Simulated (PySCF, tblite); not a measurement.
# C5H14BNO: geometry, infrared bands and NMR shifts

Aim: predict the infrared bands and NMR shifts of C5H14BNO (`CCC[N@@H+]1[BH2-]COC1`).

Programs: tblite 0.8.0 and PySCF 2.14.0, with density-fitted response routines of our own. Each step states its level of theory. These are calculated values for one molecule in the gas phase, unless marked as measured. Atoms count from 0, in the outputs and in this text.

### 1 The starting structure

22 atoms, charge 0, multiplicity 1; geometry from: force field or distance geometry start.

Bonds of the start (Å): C0–C1 1.54, C1–C2 1.53, C2–N3 1.49, N3–B4 1.53, B4–C5 1.59, C5–O6 1.41, O6–C7 1.42, C7–N3 1.46, C0–H8 1.11, C0–H9 1.10, C0–H10 1.11, C1–H11 1.12, C1–H12 1.10, C2–H13 1.12, C2–H14 1.10, N3–H15 1.07, B4–H16 1.20, B4–H17 1.19, C5–H18 1.10, C5–H19 1.11, C7–H20 1.11, C7–H21 1.11.

### 2 Optimising the geometry with GFN2-xTB

The job: settings as JSON, then the geometry in Å.

```
{"job": {"kind": "relax", "xc": "GFN2-xTB", "basis": "xTB"}, "charge": 0, "multiplicity": 1}
C      3.188900    -0.020500    -0.182300
C      1.826800     0.430800     0.368300
C      0.703000    -0.476300    -0.131300
N     -0.608800    -0.090100     0.451500
B     -1.731300    -1.062200     0.073700
C     -2.936900    -0.095900    -0.290600
O     -2.513600     1.217300    -0.004500
C     -1.097600     1.210000    -0.006900
H      3.411700    -1.061200     0.136900
H      3.975600     0.650300     0.205200
H      3.170500     0.032900    -1.292700
H      1.867600     0.380500     1.489700
H      1.646800     1.480500     0.082700
H      0.656500    -0.419900    -1.250200
H      0.933400    -1.516200     0.143900
H     -0.535200    -0.084100     1.517500
H     -1.443600    -1.720500    -0.883300
H     -2.016900    -1.778100     0.981500
H     -3.195400    -0.174200    -1.358600
H     -3.816000    -0.342300     0.334400
H     -0.759000     1.439500    -1.041600
H     -0.736600     2.019100     0.655900
```

The run is started by

```
$ OMP_NUM_THREADS=1 python probes_run.py task.json out
```

The driver reads the jobs from task.json and runs them one after another.

**Question.** This job is followed by: GFN2-xTB harmonic vibrations, gas phase; GIAO PBE0/pcSseg-1 NMR shielding, non-relativistic, gas phase. Predict these results of the whole session: strongest single infrared mode (GFN2-xTB); zero-point energy (GFN2-xTB); ¹³C shifts against TMS (PBE0/pcSseg-1); ¹H shifts against TMS (PBE0/pcSseg-1, means over atoms taken as alike); ¹⁵N shifts against NH3 (PBE0/pcSseg-1); ¹¹B shifts against BF3·OEt2 (PBE0/pcSseg-1); ¹⁷O shifts against H2O (PBE0/pcSseg-1).

The runs gave:

```
                                                              quantity                                                                       value
                             strongest single infrared mode (GFN2-xTB)                                                       2472 cm⁻¹, 224 km/mol
                                          zero-point energy (GFN2-xTB)                                                              121.2 kcal/mol
                                ¹³C shifts against TMS (PBE0/pcSseg-1)                                            86.7, 67.2, 52.9, 27.3, 13.6 ppm
¹H shifts against TMS (PBE0/pcSseg-1, means over atoms taken as alike)  4.86, 3.84, 3.84, 3.78, 3.17, 2.80, 2.46, 2.35, 1.94, 1.57, 1.28, 1.05 ppm
                                ¹⁵N shifts against NH3 (PBE0/pcSseg-1)                                                                    89.0 ppm
                           ¹¹B shifts against BF3·OEt2 (PBE0/pcSseg-1)                                                                   -16.9 ppm
                                ¹⁷O shifts against H2O (PBE0/pcSseg-1)                                                                    64.0 ppm
```

**Reading.** The optimisation took 90 steps and gained 0.511 eV; among the close pairs (by a distance rule), N3–B4 changed most, from 1.532 to 1.651 Å. No mode is imaginary among the 60: a minimum at this level. The strongest single mode, at 2472 cm⁻¹, moves mainly H16. GFN2-xTB is a fitted tight-binding method: band positions and strengths are rough. Its intensities can rank the bands wrongly. At PBE0/pcSseg-1: The widest tensor belongs to O6: span 139 ppm, with a paramagnetic part of -124 ppm.
